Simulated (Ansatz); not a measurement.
# Reference phase of Hf, 2 atoms

Wanted: energy, pressure and frontier levels of the defect-free cell (PBEsol, r²SCAN, HSE06 and PBE).

Method: density functional theory in Ansatz 0.2.0, PAW datasets, plane waves.

### Step 1. Starting point

2 atoms (2 Hf); a = 3.158 Å, b = 3.158 Å, c = 5.005 Å, α = 90.00°, β = 90.00°, γ = 120.00°.

Plan of the steps: (2) PBEsol single point at a 9×9×5 mesh, on 2 threads; (3) r²SCAN single point at a 9×9×5 mesh, on 2 threads; (4) HSE06 single point at a 9×9×5 mesh, on 2 threads; (5) PBE single point at a 9×9×5 mesh, on 2 threads.

Coordinates:

```
Hf
1.0
     3.15755    0.00000    0.00000
    -1.57878    2.73452    0.00000
     0.00000    0.00000    5.00530
Hf
2
Direct
  0.33333 0.66667 0.25000
  0.66667 0.33333 0.75000
```

### Step 2. PBEsol on the given atoms

in.yaml reads:

```yaml
crystal:
  lattice:
    - [3.157554, 0.000000, 0.000000]
    - [-1.578777, 2.734522, 0.000000]
    - [0.000000, 0.000000, 5.005299]
  atoms:
    - { symbol: Hf, position: [0.333333, 0.666667, 0.250000] }
    - { symbol: Hf, position: [0.666667, 0.333333, 0.750000] }
kpoints:
  mp_grid: { grid: [9, 9, 5] }
hamiltonian:
  xc: pbesol
scf:
  occupations: { method: fermi_dirac, width: 0.1 }
output:
  forces: true
  eigenvalues: true
  stress: true
  populations: true
```

Run with:

```sh
$ ansatz run in.yaml --threads 2 --pin off --max-ram 4750MiB --runs-dir r --events-out ev --progress --plain
```

### Step 3. r²SCAN on the same atoms

in.yaml, as its differences from that of step 2:

```diff
@@ -11,3 +11,3 @@
 hamiltonian:
-  xc: pbesol
+  xc: r2scan
 scf:
@@ -17,3 +17,2 @@
   eigenvalues: true
-  stress: true
   populations: true
```

### Step 4. HSE06 on the same atoms

in.yaml, as its differences from that of step 3:

```diff
@@ -11,3 +11,3 @@
 hamiltonian:
-  xc: r2scan
+  xc: hse06
 scf:
```

### Step 5. Single point with PBE

in.yaml, as its differences from that of step 4:

```diff
@@ -11,3 +11,3 @@
 hamiltonian:
-  xc: hse06
+  xc: pbe
 scf:
```

What does the calculation give? Wanted: for each run, energy; pressure.

The runs gave:

```
 level                   time  energy (eV/atom)  pressure (GPa)
PBEsol  2.5 s (2 CPU threads)       -15598.0274           -0.08
r²SCAN  4.2 s (2 CPU threads)       -15733.0538               -
 HSE06   53 s (2 CPU threads)       -15721.5672               -
   PBE  2.2 s (2 CPU threads)       -15721.3505               -
```

**Reading.** No level run gives a gap: levels at the Fermi energy are partly filled. The price of HSE06 is about 21 times the time of PBEsol here.
